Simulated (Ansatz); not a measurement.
**Mg5Cd3O8: levels at named points**

The task here is to estimate one member of a computed series from the others.

Computed with Ansatz 0.2.0 (DFT PBEsol, scalar-relativistic, plane waves, PAW, unless a step's input says otherwise).

That is the level of the relaxation; later steps name their own.

2 further runs of the same task are left out: 2 set aside as unsound or not needed.

### The structure to begin with

Symmetry: R-3m, No. 166, trigonal system. Conventional cell: a = 6.228 Å, b = 6.228 Å, c = 15.402 Å, α = 90.00°, β = 90.00°, γ = 120.00°. Cd (site symmetry 2/m) is surrounded by 6 O at 2.30 to 2.31 Å. Mg (site symmetry -3m) has 6 O at 2.22 Å as nearest neighbours. Mg (site symmetry -3m) is surrounded by 6 O at 2.21 Å. Mg (site symmetry 2/m) is surrounded by 6 O at 2.11 to 2.12 Å. O (site symmetry m) is surrounded by 4 Mg at 2.12 to 2.22 Å and 2 Cd at 2.30 Å. Around O (site symmetry 3m) lie 3 Mg at 2.11 Å and 3 Cd at 2.31 Å.

As a file:

```cif
data_structure
_symmetry_space_group_name_H-M 'P 1'
_symmetry_Int_Tables_number 1
_cell_length_a 6.2282
_cell_length_b 6.2282
_cell_length_c 6.2679
_cell_angle_alpha 60.210
_cell_angle_beta 60.210
_cell_angle_gamma 60.000
_cell_volume 172.46
loop_
_atom_site_label
_atom_site_type_symbol
_atom_site_fract_x
_atom_site_fract_y
_atom_site_fract_z
_atom_site_occupancy
Cd1 Cd 0.50000 0.50000 0.50000 1
Cd2 Cd 0.00000 0.50000 0.50000 1
Cd3 Cd 0.50000 0.00000 0.50000 1
Mg1 Mg 0.00000 0.00000 0.50000 1
Mg2 Mg 0.50000 0.50000 0.00000 1
Mg3 Mg 0.00000 0.50000 0.00000 1
Mg4 Mg 0.50000 0.00000 0.00000 1
Mg5 Mg 0.00000 0.00000 0.00000 1
O1 O 0.25017 0.25017 0.22984 1
O2 O 0.76982 0.25017 0.22984 1
O3 O 0.25017 0.76982 0.22984 1
O4 O 0.76109 0.76109 0.21673 1
O5 O 0.23891 0.23891 0.78327 1
O6 O 0.74983 0.23018 0.77016 1
O7 O 0.23018 0.74983 0.77016 1
O8 O 0.74983 0.74983 0.77016 1
```

This cell was relaxed beforehand with the same method: volume 10.78 Å³/atom, gap on the mesh 1.78 eV.

Set-up of the first run:

input.yaml

```yaml
crystal:
  lattice:
    - [-4.4039674633, -4.4039674633, 0.0]
    - [-4.4039674633, 0.0, -4.4039674633]
    - [0.0280857578, -4.4320532211, -4.4320532211]
  atoms:
    - { symbol: Cd, position: [0.5, 0.5, 0.5] }
    - { symbol: Cd, position: [0.0, 0.5, 0.5] }
    - { symbol: Cd, position: [0.5, 0.0, 0.5] }
    - { symbol: Mg, position: [0.0, 0.0, 0.5] }
    - { symbol: Mg, position: [0.5, 0.5, 0.0] }
    - { symbol: Mg, position: [0.0, 0.5, 0.0] }
    - { symbol: Mg, position: [0.5, 0.0, 0.0] }
    - { symbol: Mg, position: [0.0, 0.0, 0.0] }
    - { symbol: O, position: [0.2501692103, 0.2501692103, 0.2298403444] }
    - { symbol: O, position: [0.7698212351, 0.2501692103, 0.2298403444] }
    - { symbol: O, position: [0.2501692103, 0.7698212351, 0.2298403444] }
    - { symbol: O, position: [0.7610907033, 0.7610907033, 0.2167278901] }
    - { symbol: O, position: [0.2389092967, 0.2389092967, 0.7832721099] }
    - { symbol: O, position: [0.7498307897, 0.2301787649, 0.7701596556] }
    - { symbol: O, position: [0.2301787649, 0.7498307897, 0.7701596556] }
    - { symbol: O, position: [0.7498307897, 0.7498307897, 0.7701596556] }
basis:
  ecutwfc: 420
kpoints:
  mp_grid: { grid: [6, 6, 6] }
  band_path: { path: [VBM, CBM], npoints: 2 }
hamiltonian:
  xc: pbesol
scf:
  occupations: { method: gaussian, width: 0.02 }
output:
  forces: true
  stress: true
  eigenvalues: true
```

Command:

```
$ ansatz run input.yaml --threads 4 --pin off --max-ram 10240MiB --backend cpu --events-out ev --progress --plain --runs-dir out
```

Among the steps run: Band edges over the whole zone; Levels with PBEsol; The run at PBEsol on the hybrid's mesh; Levels with HSE06; The run at PBEsol, spin-orbit coupling; The run at r2SCAN.

One table of the session follows, with a row left open; its other results are not shown here.

| level | gap (eV) | least direct gap (eV) |
| --- | --- | --- |
| PBEsol | 1.78 | 1.78 |
| PBEsol on the hybrid's mesh | 1.78 | 1.78 |
| HSE06 | ? | ? |
| PBEsol, spin-orbit coupling | 1.77 | 1.77 |
| r2SCAN | 2.50 | 2.50 |

**Question.** Estimate the row for HSE06.

**Answer.** gap (eV): 3.39; least direct gap (eV): 3.39. In the column «gap (eV)» it is the highest.

Gaps are by band count over the mesh and the named points; a gap of 0 means that the bands overlap or touch.
